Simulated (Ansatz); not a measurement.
# SiGe4H10: small, medium and large basis sets

One table from this session's results is given with a row withheld; the runs are named, their logs left out.

Method: one geometry, several basis sets; program: Ansatz 0.2.0, Gaussian basis.

The runs, in order: PBE0-D4/def2-SVP; ωB97M-V/def2-SVP; PBE0-D4/def2-QZVPP; ωB97M-V/def2-QZVPP; the functionals' def2-TZVPP values are taken from earlier runs.

### The relaxed structure

The geometry comes from an earlier relaxation with PBE0-D4 in a triple-zeta def2 set; it is a stationary point, not always the lowest conformer.

SMILES `[SiH2]1[GeH2][GeH2][GeH2][GeH2]1`, 15 atoms, charge 0, spin multiplicity 1.

Atoms are counted from 1 here; the program's logs count them from 0.

Bond lengths: Si1–Ge2 2.384 Å, Si1–Ge5 2.384 Å, Si1–H6 1.488 Å, Si1–H7 1.490 Å, Ge2–Ge3 2.438 Å, Ge2–H8 1.539 Å, Ge2–H9 1.541 Å, Ge3–Ge4 2.440 Å, Ge3–H10 1.540 Å, Ge3–H11 1.539 Å, Ge4–Ge5 2.436 Å, Ge4–H12 1.540 Å, Ge4–H13 1.539 Å, Ge5–H14 1.541 Å, Ge5–H15 1.538 Å. Angles: Ge2–Si1–Ge5 103.7°, Ge2–Si1–H6 113.0°, Ge2–Si1–H7 109.0°, Ge5–Si1–H6 113.2°, Ge5–Si1–H7 108.9°, H6–Si1–H7 108.9°, Si1–Ge2–Ge3 104.6°, Si1–Ge2–H8 113.2°, Si1–Ge2–H9 109.5°, Ge3–Ge2–H8 112.1°, Ge3–Ge2–H9 109.0°, H8–Ge2–H9 108.3°, Ge2–Ge3–Ge4 105.7°, Ge2–Ge3–H10 110.2°, Ge2–Ge3–H11 111.1°, Ge4–Ge3–H10 110.2°, Ge4–Ge3–H11 111.3°, H10–Ge3–H11 108.3° and more.

The first run:

in.yaml

```yaml
crystal:
  periodic: [false, false, false]
  atoms:
    - {symbol: Si, position_ang: [-1.664320, -0.962238, 0.580736]}
    - {symbol: Ge, position_ang: [0.519563, -1.905520, 0.417475]}
    - {symbol: Ge, position_ang: [1.772123, -0.325230, -0.952362]}
    - {symbol: Ge, position_ang: [0.563139, 1.788518, -0.795318]}
    - {symbol: Ge, position_ang: [-1.254551, 1.378104, 0.772974]}
    - {symbol: H, position_ang: [-2.452178, -1.514053, 1.715833]}
    - {symbol: H, position_ang: [-2.401101, -1.220785, -0.687903]}
    - {symbol: H, position_ang: [0.523842, -3.322029, -0.182921]}
    - {symbol: H, position_ang: [1.156486, -1.971038, 1.818712]}
    - {symbol: H, position_ang: [1.815051, -0.805228, -2.414531]}
    - {symbol: H, position_ang: [3.219217, -0.180546, -0.449088]}
    - {symbol: H, position_ang: [-0.011167, 2.165132, -2.173510]}
    - {symbol: H, position_ang: [1.476340, 2.933204, -0.322682]}
    - {symbol: H, position_ang: [-0.770726, 1.699982, 2.199846]}
    - {symbol: H, position_ang: [-2.491719, 2.241727, 0.472740]}
basis:
  gaussian: {orbitals: def2-SVP}
hamiltonian: {xc: pbe0, dispersion: d4}
output: {orbitals: {seedname: orbitals}}
```

Steps of the session up to this table: PBE0-D4 in def2-SVP; ωB97M-V in def2-SVP; PBE0-D4 in def2-QZVPP; ωB97M-V in def2-QZVPP.

One table of the session follows, with a row left open; its other results are not shown here.

It belongs to the step «Functionals by basis». 

| functional | basis | HOMO (eV) |
| --- | --- | --- |
| PBE0-D4 | def2-SVP | ? |
| PBE0-D4 | def2-TZVPP | -7.55 |
| PBE0-D4 | def2-QZVPP | -7.54 |
| ωB97M-V | def2-SVP | -9.46 |
| ωB97M-V | def2-TZVPP | -9.46 |
| ωB97M-V | def2-QZVPP | -9.45 |

Q: Estimate the row for PBE0-D4, def2-SVP from the others.

The run gave: HOMO (eV): -7.57. In the column «HOMO (eV)» it lies between ωB97M-V, def2-QZVPP (-9.45) and PBE0-D4, def2-TZVPP (-7.55).
